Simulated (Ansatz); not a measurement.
**CH₇BOSi: a ladder of functionals and wavefunction methods**

An exercise on one series of results from a longer session: the logs are not shown, and one member is left open.

Method: functionals in def2-TZVPP, the program's frozen cores in correlated methods; program: Ansatz 0.2.0, Gaussian basis.

Levels to be run: LDA (SPW92), PBE-D4, revPBE-D4, BLYP-D4, r2SCAN-D4, B97M-V, PBE0-D4, B3LYP-D4, r2SCANh-D4, r2SCAN0-D4, HSE06-D4, BHLYP-D4, CAM-B3LYP-D4, LC-ωPBE, ωB97X-V, ωB97M-V, B2PLYP, PBE-QIDH; CCSD(T)/def2-SVP; MP2/def2-TZVPP; MP2/def2-QZVPP; RPA on PBE.

1 further run of the same task is left out (it didn't finish).

## The relaxed structure

All runs share one geometry, relaxed beforehand with PBE0-D4 in a triple-zeta def2 set.

SMILES `B[SiH](C)O`, 11 atoms, charge 0, spin multiplicity 1.

Atoms are counted from 1 here; the program's logs count them from 0.

Bond lengths: B1–Si2 2.004 Å, B1–H5 1.195 Å, B1–H6 1.198 Å, Si2–C3 1.875 Å, Si2–O4 1.658 Å, Si2–H7 1.501 Å, C3–H8 1.093 Å, C3–H9 1.092 Å, C3–H10 1.093 Å, O4–H11 0.958 Å. Angles: Si2–B1–H5 123.7°, Si2–B1–H6 119.1°, H5–B1–H6 117.1°, B1–Si2–C3 111.7°, B1–Si2–O4 109.5°, B1–Si2–H7 107.4°, C3–Si2–O4 111.3°, C3–Si2–H7 107.2°, O4–Si2–H7 109.6°, Si2–C3–H8 110.3°, Si2–C3–H9 111.4°, Si2–C3–H10 110.9°, H8–C3–H9 108.3°, H8–C3–H10 107.8°, H9–C3–H10 108.0°, Si2–O4–H11 117.3°.

The first run:

in.yaml

```yaml
crystal:
  periodic: [false, false, false]
  atoms:
    - {symbol: B, position_ang: [-0.483633, 1.648992, 0.875571]}
    - {symbol: Si, position_ang: [0.411376, -0.064783, 0.347880]}
    - {symbol: C, position_ang: [-0.155958, -0.652789, -1.340250]}
    - {symbol: O, position_ang: [0.133771, -1.213682, 1.510989]}
    - {symbol: H, position_ang: [-1.083403, 1.796768, 1.899041]}
    - {symbol: H, position_ang: [-0.412629, 2.594186, 0.142302]}
    - {symbol: H, position_ang: [1.883678, 0.209956, 0.251310]}
    - {symbol: H, position_ang: [0.057405, 0.105878, -2.097962]}
    - {symbol: H, position_ang: [-1.229329, -0.855861, -1.351892]}
    - {symbol: H, position_ang: [0.364901, -1.569779, -1.628924]}
    - {symbol: H, position_ang: [0.579122, -2.055986, 1.412536]}
basis:
  gaussian: {orbitals: def2-TZVPP}
hamiltonian: {xc: lda}
output: {orbitals: {seedname: orbitals}}
```

The run is started by

```
> ansatz run in.yaml --threads 2 --pin off --events-out ev --progress --plain --max-ram 4352MiB
```

Among the steps run: LDA; PBE-D4 (GGA); revPBE-D4 (GGA); BLYP-D4 (GGA); r2SCAN-D4 (meta-GGA); B97M-V (meta-GGA); PBE0-D4 (hybrid); B3LYP-D4 (hybrid); r2SCANh-D4 (hybrid); r2SCAN0-D4 (hybrid); HSE06-D4 (hybrid); BHLYP-D4 (hybrid); CAM-B3LYP-D4 (range-separated); LC-ωPBE (range-separated); ωB97X-V (range-separated); ωB97M-V (range-separated); B2PLYP (double hybrid); PBE-QIDH (double hybrid).

One table of the session follows, with a row left open; its other results are not shown here.

It belongs to the step «Orbital energies across the functionals». 

| functional | HOMO (eV) | LUMO (eV) | gap (eV) |
| --- | --- | --- | --- |
| LDA (SPW92) | -6.72 | -3.56 | 3.16 |
| PBE-D4 | -6.66 | -3.28 | 3.37 |
| revPBE-D4 | -6.62 | -3.16 | 3.46 |
| BLYP-D4 | -6.56 | -3.11 | 3.45 |
| r2SCAN-D4 | -6.92 | -2.93 | 3.99 |
| B97M-V | -7.01 | -3.08 | 3.92 |
| PBE0-D4 | -7.91 | -2.27 | 5.64 |
| B3LYP-D4 | ? | ? | ? |
| r2SCANh-D4 | -7.38 | -2.58 | 4.80 |
| r2SCAN0-D4 | -8.08 | -2.07 | 6.01 |
| HSE06-D4 | -7.51 | -2.65 | 4.86 |
| BHLYP-D4 | -9.11 | -1.20 | 7.91 |
| CAM-B3LYP-D4 | -9.30 | -1.15 | 8.15 |
| LC-ωPBE | -10.64 | 0.07 | 10.72 |
| ωB97X-V | -10.30 | -0.05 | 10.24 |
| ωB97M-V | -10.10 | -0.33 | 9.77 |

**Question.** Estimate the row for B3LYP-D4.

Worked estimate for «HOMO (eV)». Against the share of exact exchange, BLYP-D4 (0, -6.56), BHLYP-D4 (0.5, -9.11) give a slope of -5.10 per unit share; at 0.2 the line stands at -7.58.

The run gave: HOMO (eV): -7.73; LUMO (eV): -2.48; gap (eV): 5.25. In «HOMO (eV)» the line misses by +0.15.
